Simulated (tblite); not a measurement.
# C5H14BNSi: the cost of one run

Computed with tblite 0.8.0 and PySCF 2.14.0, with density-fitted response routines of our own, on a single molecule in the gas phase. Atoms count from 0, in the outputs and in this text.

## (1) Starting geometry

22 atoms, charge 0, multiplicity 1; geometry from: force field or distance geometry start.

Bonds of the start (Å): C0–N1 1.15, N1–B2 1.50, B2–C3 1.61, B2–C4 1.55, C4–C5 1.52, C4–Si6 1.84, Si6–C7 1.89, C0–H8 1.08, B2–H9 1.21, C3–H10 1.14, C3–H11 1.12, C3–H12 1.07, C4–H13 1.12, C5–H14 1.10, C5–H15 1.11, C5–H16 1.12, Si6–H17 1.45, Si6–H18 1.49, C7–H19 1.10, C7–H20 1.12, C7–H21 1.12.

## (2) Geometry optimisation with GFN2-xTB

Job settings and geometry (Å):

```
{"job": {"kind": "relax", "xc": "GFN2-xTB", "basis": "xTB"}, "charge": 0, "multiplicity": 1}
C     -1.942100     2.448100    -0.107100
N     -1.703100     1.347700     0.105700
B     -1.372600    -0.080800     0.427400
C     -2.340200    -1.022600    -0.446000
C      0.134000    -0.428100     0.314600
C      0.761700    -0.227600     1.678800
Si     1.134700     0.527300    -0.902500
C      2.748000    -0.439000    -1.098000
H     -2.178300     3.477500    -0.330000
H     -1.695100    -0.318300     1.574200
H     -2.258700    -2.053400     0.027300
H     -3.388000    -0.689400    -0.229100
H     -2.144200    -1.014200    -1.499400
H      0.219700    -1.518000     0.088500
H      0.008400    -0.572700     2.403000
H      1.693500    -0.833300     1.709300
H      0.984400     0.861300     1.772200
H      0.546600     0.703000    -2.211900
H      1.558500     1.819900    -0.287400
H      3.409500     0.014700    -1.847900
H      3.282000    -0.494900    -0.119600
H      2.531000    -1.488000    -1.423700
```

Run with:

```sh
$ OMP_NUM_THREADS=1 python probes_run.py task.json out
```

One launch serves the whole session: the jobs run in the order shown.

**Question.** How long does this first job take on 1 thread of Arm Neoverse V2, shared host, and how much memory does it need?

About 1.6 s, with a peak of 0.18 GiB.
